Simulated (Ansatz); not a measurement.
Runs of Ansatz 0.2.0 on MgSn2N2. It takes space group P-4m2 (No. 115, tetragonal). The conventional cell has a = 3.361 Å, b = 3.361 Å, c = 8.188 Å, α = 90.00°, β = 90.00°, γ = 90.00°. Around Sn (site symmetry 2mm) lie 2 N at 2.11 Å. Around Mg (site symmetry -4m2) lie 4 N at 2.09 Å. Around N (site symmetry 2mm) lie 2 Mg at 2.09 Å and 2 Sn at 2.11 Å. The cell comes from a database or a generator and needn't be the stable form of this composition.

```csv
potentials or basis,cutoff (eV),gap on the mesh (eV),pressure (GPa),relaxed volume (Å³/atom)
PseudoDojo stringent (PBE files),1388,none,0.0,(a)
Ansatz NC,1240,none,0.0,18.31
Ansatz PAW earlier set,870,none,0.0,18.29
PseudoDojo standard (PBE files),1143,none,0.0,18.29
Ansatz PAW,420,none,0.0,18.29
```

Alike in all rows: task relaxation of cell and atoms; level PBE; no spin polarisation; cell relaxed; k mesh 8 × 8 × 4; smearing fermi-dirac 0.05 eV.

Problem. Fill in the values left out.

Solution. (a) 18.33.

Caveats: the plane-wave basis is chosen anew once the cell has moved, so the energies of steps on either side of that aren't comparable.

A k mesh can miss the band edges, and the runs leave out spin-orbit coupling on Sn.

A gap of «none» marks a metal or a gap under the smearing width.

The runs don't all hold the same shells in valence.
